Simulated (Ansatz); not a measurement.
**CH7BSSi2: up Jacob's ladder to CCSD(T)**

How much do the methods differ for CH7BSSi2? The plan is to run it at one geometry with functionals of several rungs and with coupled cluster, and see how far each lands from CCSD(T) at the basis-set limit for the atomisation energy.

Method: functionals in def2-TZVPP, the program's frozen cores in correlated methods; program: Ansatz 0.2.0, Gaussian basis.

Levels to be run: PBE-D4, r2SCAN-D4, PBE0-D4, B3LYP-D4, ωB97X-V, ωB97M-V, B2PLYP; CCSD(T)/def2-TZVPP; MP2/def2-QZVPP; extrapolation to the limit.

## (1) The geometry

An earlier PBE0-D4/def2-TZVP relaxation fixed the geometry.

12 atoms, charge 0, spin multiplicity 1.

Atoms are counted from 1 here; the program's logs count them from 0.

Bond lengths: B1–Si2 1.949 Å, B1–S5 2.051 Å, B1–H6 1.198 Å, B1–H7 1.196 Å, Si2–C3 1.884 Å, Si2–S5 2.280 Å, Si2–H8 1.486 Å, C3–Si4 1.874 Å, C3–H9 1.090 Å, C3–H10 1.091 Å, Si4–S5 2.175 Å, Si4–H11 1.483 Å, Si4–H12 1.482 Å. Angles: Si2–B1–S5 69.4°, Si2–B1–H6 118.3°, Si2–B1–H7 117.1°, S5–B1–H6 111.3°, S5–B1–H7 105.5°, H6–B1–H7 121.0°, B1–Si2–C3 114.1°, B1–Si2–S5 57.4°, B1–Si2–H8 129.9°, C3–Si2–S5 93.9°, C3–Si2–H8 115.3°, S5–Si2–H8 111.0°, Si2–C3–Si4 92.6°, Si2–C3–H9 113.0°, Si2–C3–H10 114.3°, Si4–C3–H9 115.5°, Si4–C3–H10 110.8°, H9–C3–H10 109.8° and more.

## (2) PBE-D4 (GGA)

Contents of in.yaml:

```yaml
crystal:
  periodic: [false, false, false]
  atoms:
    - {symbol: B, position_ang: [-1.676156, -0.595408, 0.766162]}
    - {symbol: Si, position_ang: [-0.489496, 0.949677, 0.712206]}
    - {symbol: C, position_ang: [1.308787, 0.525140, 0.346077]}
    - {symbol: Si, position_ang: [0.847826, -0.538262, -1.126757]}
    - {symbol: S, position_ang: [-1.274202, -0.063624, -1.173028]}
    - {symbol: H, position_ang: [-1.205284, -1.664773, 1.030684]}
    - {symbol: H, position_ang: [-2.842756, -0.380460, 0.920416]}
    - {symbol: H, position_ang: [-0.813112, 2.399989, 0.710331]}
    - {symbol: H, position_ang: [1.798827, 0.002046, 1.167362]}
    - {symbol: H, position_ang: [1.915681, 1.376215, 0.034467]}
    - {symbol: H, position_ang: [1.449023, -0.069982, -2.399457]}
    - {symbol: H, position_ang: [1.057861, -1.995659, -0.954563]}
basis:
  gaussian: {orbitals: def2-TZVPP}
hamiltonian: {xc: pbe, dispersion: d4}
output: {forces: true, orbitals: {seedname: orbitals}}
```

Launch:

```sh
ansatz run in.yaml --threads 4 --pin off --events-out ev --progress --plain --max-ram 10444MiB
```

After this run come: r2SCAN-D4 (meta-GGA); PBE0-D4 (hybrid); B3LYP-D4 (hybrid); ωB97X-V (range-separated); ωB97M-V (range-separated); B2PLYP (double hybrid); CCSD(T) in def2-TZVPP; MP2 in def2-QZVPP.

Before running them: what should the planned runs give, taken together? Wanted: atomisation energy, CCSD(T)/CBS; farthest; mean size of error, hybrid; mean size of error, range-separated; gap, smallest and largest; T1 diagnostic; triples share of the correlation energy.

**Answer**, as computed:

```
                               quantity                                 value
        atomisation energy, CCSD(T)/CBS                        981.5 kcal/mol
functionals within 4.9 kcal/mol (0.5 %)                              B3LYP-D4
                               farthest               B2PLYP (-14.4 kcal/mol)
             mean size of error, hybrid                          4.2 kcal/mol
    mean size of error, range-separated                          8.4 kcal/mol
              gap, smallest and largest  4.09 eV (PBE-D4), 10.10 eV (ωB97X-V)
                          T1 diagnostic                                0.0126
triples share of the correlation energy                                 4.6 %
```

What this shows: PBE-D4 misses by +13.4 kcal/mol, or 1.0 kcal/mol for each of 13 bonds. Double hybrids carry the basis error of their MP2 part in triple zeta, and no dispersion term here, so their miss is partly the set-up's. The reference freezes the cores and leaves out relativity and excitations past (T), so misses under about 4.9 kcal/mol can't be ranked. Hartree-Fock recovers 75 % of the binding; the rest is correlation. The gap grows from 4.1 to 10.1 eV across the functionals, mostly with the share of exact exchange.
